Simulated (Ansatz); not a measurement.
The system is BaH4.

```
Ba H
1.0
     2.29082    1.32260    3.53625
    -2.29082    1.32260    3.53625
     0.00000   -2.64521    3.53625
Ba H
1 4
Direct
  0.00000 0.00000 0.00000
  0.74087 0.74087 0.74087
  0.25913 0.25913 0.25913
  0.46369 0.46369 0.46369
  0.53631 0.53631 0.53631
```

The cell was built by a generator and needn't be a form met in nature.

Base run:

```yaml
Program: Ansatz 0.2.0
Functional: PBE
Potentials_or_basis: Ansatz PAW
Cutoff: "420 eV (not typed: the program's choice for these potentials)"
k_mesh: 5 × 5 × 5
Occupations: fermi-dirac, width 0.05 eV
Spin: no spin polarisation
```

Its results: band gap on the k mesh 2.74 eV, indirect (least direct gap 3.17 eV); pressure 0.0 GPa.

Task: The run is repeated on the same cell with these changes: functional from PBE to PBEsol. What comes out?

Result: Band gap on the k mesh 2.55 eV, indirect (least direct gap 3.00 eV); pressure -1.6 GPa.

PBEsol binds more tightly than PBE, so the same cell stands under less pressure.

Caveats: the k mesh misses the band edges, so the gap on the mesh is wider than the one along the path; spin-orbit coupling is left out, which moves the levels of the heavy elements; the PAW data sets come from PBE, with cores solved anew for the run's functional, which leaves a small shift of forces and pressure (some runs).
